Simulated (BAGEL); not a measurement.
**C2H3BClN (SMILES C#CB(N)Cl): HF/3-21G (density fitting with qzvpp-jkfit)**

Aim: the vertical ionisation energy of C2H3BClN at HF/3-21G (density fitting with qzvpp-jkfit), from 2 runs. 

The results are computed with BAGEL 1.2.2.

2 further runs of the same task are left out: 1 that didn't finish, 1 set aside as unsound or not needed. Runs told in other sessions of the task aren't counted.

### 1 The molecule

C2H3BClN: 8 atoms, total charge 0, spin state singlet. SMILES: `C#CB(N)Cl`. Geometry: relaxed at GFN2-xTB.

Bond lengths: C1–C2 1.203 Å, C2–B3 1.518 Å, B3–N4 1.386 Å, B3–Cl5 1.743 Å, C1–H6 1.052 Å, N4–H7 1.006 Å, N4–H8 1.005 Å. Angles: C1–C2–B3 177.4°, C2–B3–N4 122.1°, C2–B3–Cl5 119.3°, N4–B3–Cl5 118.6°, C2–C1–H6 179.1°, B3–N4–H7 122.9°, B3–N4–H8 123.4°, H7–N4–H8 113.7°.

### 2 A single-point energy at HF/3-21G (density fitting with qzvpp-jkfit)

Contents of calc.json:

```json
{ "bagel": [

{
  "title": "molecule",
  "basis": "3-21g",
  "df_basis": "qzvpp-jkfit",
  "angstrom": true,
  "geometry": [
    { "atom": "C", "xyz": [   -0.093600,    1.671730,    1.445530 ] },
    { "atom": "C", "xyz": [   -0.021150,    0.879920,    0.543170 ] },
    { "atom": "B", "xyz": [    0.080990,   -0.067780,   -0.638370 ] },
    { "atom": "N", "xyz": [   -0.019290,   -1.442560,   -0.490890 ] },
    { "atom": "Cl", "xyz": [    0.332360,    0.584170,   -2.235220 ] },
    { "atom": "H", "xyz": [   -0.160220,    2.351010,    2.245560 ] },
    { "atom": "H", "xyz": [    0.046320,   -2.081900,   -1.264990 ] },
    { "atom": "H", "xyz": [   -0.165420,   -1.894590,    0.395210 ] }
  ]
},
{
  "title": "hf"
},
{
  "title": "print",
  "file": "orbitals.molden",
  "orbitals": true
}

]}
```

Command:

```
BAGEL_NUM_THREADS=1 BAGEL calc.json > calc.out
```

The log of the run:

```text
* using 1 threads per process

  ===============================================================
  ===============================================================

  *** Geometry ***

  { "atom" : "C", "xyz" : [     -0.176878,      3.159112,      2.731656 ] },
  { "atom" : "C", "xyz" : [     -0.039968,      1.662808,      1.026443 ] },
  { "atom" : "B", "xyz" : [      0.153049,     -0.128086,     -1.206344 ] },
  { "atom" : "N", "xyz" : [     -0.036453,     -2.726043,     -0.927648 ] },
  { "atom" : "Cl", "xyz" : [      0.628069,      1.103921,     -4.223954 ] },
  { "atom" : "H", "xyz" : [     -0.302772,      4.442765,      4.243493 ] },
  { "atom" : "H", "xyz" : [      0.087532,     -3.934221,     -2.390485 ] },
  { "atom" : "H", "xyz" : [     -0.312598,     -3.580256,      0.746839 ] },

  Number of auxiliary basis functions:      484

  Since a DF basis is specified, we compute 2- and 3-index integrals:
    o Being stored without compression. Storage requirement is 0.012 GB

  Number of basis functions:       55
  Number of electrons      :       44

    * METHOD: MOLECULE                             0.18

  *** RHF ***

  === Nuclear Repulsion ===
   169.9811796102

      * DIIS with orbital gradients will be used.

  === RHF iteration (3-21g) ===
      0       -612.98470757          0.02047695           0.05
      1       -613.08058938          0.00879192           0.05
      2       -613.09586522          0.00177377           0.05
      3       -613.09681487          0.00035833           0.05
      4       -613.09686047          0.00008809           0.05
      5       -613.09686439          0.00005659           0.05
      6       -613.09686555          0.00002844           0.05
      7       -613.09686636          0.00001252           0.05
      8       -613.09686657          0.00000456           0.05
      9       -613.09686659          0.00000198           0.05
     10       -613.09686659          0.00000077           0.05
     11       -613.09686659          0.00000028           0.05
     12       -613.09686659          0.00000013           0.05
     13       -613.09686659          0.00000004           0.05
     14       -613.09686659          0.00000002           0.05
     15       -613.09686659          0.00000001           0.05
    * SCF iteration converged.

    * Permanent dipole moment:
           (    0.187019,     0.891420,    -1.003155) a.u.

    * METHOD: HF                                   0.88

    * METHOD: PRINT                                0.01

  ===============================================================
```

Wall time 1.2 s (1 thread of Arm Neoverse V2, shared host); peak memory 0.086 GiB.

### 3 The doublet cation at the same level

Contents of job.json:

```json
{ "bagel" : [

{
  "title" : "molecule",
  "basis" : "3-21g",
  "df_basis" : "qzvpp-jkfit",
  "angstrom" : true,
  "geometry" : [
    { "atom" : "C", "xyz" : [   -0.093600,    1.671730,    1.445530 ] },
    { "atom" : "C", "xyz" : [   -0.021150,    0.879920,    0.543170 ] },
    { "atom" : "B", "xyz" : [    0.080990,   -0.067780,   -0.638370 ] },
    { "atom" : "N", "xyz" : [   -0.019290,   -1.442560,   -0.490890 ] },
    { "atom" : "Cl", "xyz" : [    0.332360,    0.584170,   -2.235220 ] },
    { "atom" : "H", "xyz" : [   -0.160220,    2.351010,    2.245560 ] },
    { "atom" : "H", "xyz" : [    0.046320,   -2.081900,   -1.264990 ] },
    { "atom" : "H", "xyz" : [   -0.165420,   -1.894590,    0.395210 ] }
  ]
},
{ "title" : "uhf", "charge" : 1, "nopen" : 1 },
{ "title" : "print", "file" : "orbitals.molden", "orbitals" : true }

]}
```

Command:

```
BAGEL_NUM_THREADS=1 BAGEL job.json > job.out
```

The log of the run:

```text
* using 1 threads per process

  ===============================================================
  ===============================================================

  *** Geometry ***

  { "atom" : "C", "xyz" : [     -0.176878,      3.159112,      2.731656 ] },
  { "atom" : "C", "xyz" : [     -0.039968,      1.662808,      1.026443 ] },
  { "atom" : "B", "xyz" : [      0.153049,     -0.128086,     -1.206344 ] },
  { "atom" : "N", "xyz" : [     -0.036453,     -2.726043,     -0.927648 ] },
  { "atom" : "Cl", "xyz" : [      0.628069,      1.103921,     -4.223954 ] },
  { "atom" : "H", "xyz" : [     -0.302772,      4.442765,      4.243493 ] },
  { "atom" : "H", "xyz" : [      0.087532,     -3.934221,     -2.390485 ] },
  { "atom" : "H", "xyz" : [     -0.312598,     -3.580256,      0.746839 ] },

  Number of auxiliary basis functions:      484

  Since a DF basis is specified, we compute 2- and 3-index integrals:
    o Being stored without compression. Storage requirement is 0.012 GB

  Number of basis functions:       55
  Number of electrons      :       44

    * METHOD: MOLECULE                             0.19

  *** Open-shell HF ***

  === Nuclear Repulsion ===
   169.9811796102

      * DIIS with orbital gradients will be used.

  === UHF iteration (3-21g) ===
      0       -612.60683343          0.04148445           0.09
      1       -612.71203715          0.02078977           0.09
      2       -612.72960098          0.01186399           0.09
      3       -612.73656885          0.00125777           0.09
      4       -612.73703320          0.00053425           0.09
      5       -612.73715858          0.00028065           0.09
      6       -612.73723915          0.00015376           0.09
      7       -612.73726335          0.00008686           0.09
      8       -612.73727390          0.00005598           0.09
      9       -612.73728404          0.00002557           0.09
[... 24 lines of this table left out ...]
     34       -612.73730520          0.00000004           0.09
     35       -612.73730520          0.00000002           0.09
     36       -612.73730520          0.00000001           0.09
     37       -612.73730520          0.00000001           0.09
    * SCF iteration converged.

    * S^2 (UHF) is 0.7569

    * Permanent dipole moment:
           (    0.429251,    -0.445367,    -3.411258) a.u.

    * METHOD: UHF                                  3.69

    * METHOD: PRINT                                0.01

  ===============================================================
```

Wall time 4.2 s (1 thread of Arm Neoverse V2, shared host); peak memory 0.087 GiB.

### 4 Summary of results

At HF/3-21G (density fitting with qzvpp-jkfit):

| quantity | value |
| --- | --- |
| singlet C2H3BClN: total energy | -613.09687 Eh |
| singlet C2H3BClN: dipole moment | 3.44 D |
| singlet C2H3BClN: HOMO energy | -11.02 eV |
| singlet C2H3BClN: LUMO energy | 3.25 eV |
| singlet C2H3BClN: HOMO–LUMO gap | 14.27 eV |
| doublet cation: total energy | -612.73731 Eh |
| doublet cation: ⟨S²⟩ | 0.757 |
| vertical ionisation energy (to the doublet cation) | 9.784 eV |

Removing an electron at fixed nuclei costs 9.78 eV (944 kJ/mol). The negative HOMO energy of the first species, 11.02 eV, lies 1.24 eV above that difference.
